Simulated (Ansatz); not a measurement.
# Cu: the cost of one run

Method: DFT PBE+D3(BJ), scalar-relativistic, plane waves, PAW, in Ansatz 0.2.0.

1 further run of the same task is left out (set aside as unsound or not needed).

### 1 The structure to begin with

Symmetry: Fm-3m, No. 225, cubic system. The conventional cell has a = 3.615 Å, b = 3.615 Å, c = 3.615 Å, α = 90.00°, β = 90.00°, γ = 90.00°. Around Cu (site symmetry m-3m) lie 12 Cu at 2.56 Å.

As a file:

```cif
data_structure
_symmetry_space_group_name_H-M 'Fm-3m'
_symmetry_Int_Tables_number 225
_cell_length_a 3.6150
_cell_length_b 3.6150
_cell_length_c 3.6150
_cell_angle_alpha 90.000
_cell_angle_beta 90.000
_cell_angle_gamma 90.000
_cell_volume 47.24
loop_
_atom_site_label
_atom_site_type_symbol
_atom_site_symmetry_multiplicity
_atom_site_Wyckoff_symbol
_atom_site_fract_x
_atom_site_fract_y
_atom_site_fract_z
_atom_site_occupancy
Cu1 Cu 4 a 0.00000 0.00000 0.00000 1
```

Source of the structure: the Crystallography Open Database.

(A quick probe on a coarse mesh, which set the mesh and smearing, is not shown.)

### 3 Full relaxation

File input.yaml:

```yaml
crystal:
  lattice:
    - [0.0, 1.8075, 1.8075]
    - [1.8075, 0.0, 1.8075]
    - [1.8075, 1.8075, 0.0]
  atoms:
    - { symbol: Cu, position: [0.0, 0.0, 0.0] }
basis:
  ecutwfc: 420
kpoints:
  mp_grid: { grid: [20, 20, 20] }
hamiltonian:
  xc: pbe
  dispersion: d3bj
scf:
  occupations: { method: gaussian, width: 0.1 }
output:
  forces: true
  stress: true
  eigenvalues: true
  write_density: true
  write_potential: true
  elf: true
  volumetric_format: npy
relax:
  adjacent_minimum: "off"
  f_tol: 0.005
  max_steps: 80
  cell: { stress_tol: 0.05 }
```

Command:

```console
$ ansatz run input.yaml --threads 4 --pin off --max-ram 10240MiB --backend cpu --events-out ev --progress --plain --runs-dir out
```

What time and memory should one allow on 4 threads of Intel Xeon Platinum 8259CL at 2.50GHz (Skylake/Cascade Lake), shared host?

About 9.1 s, with a peak of 0.41 GiB.
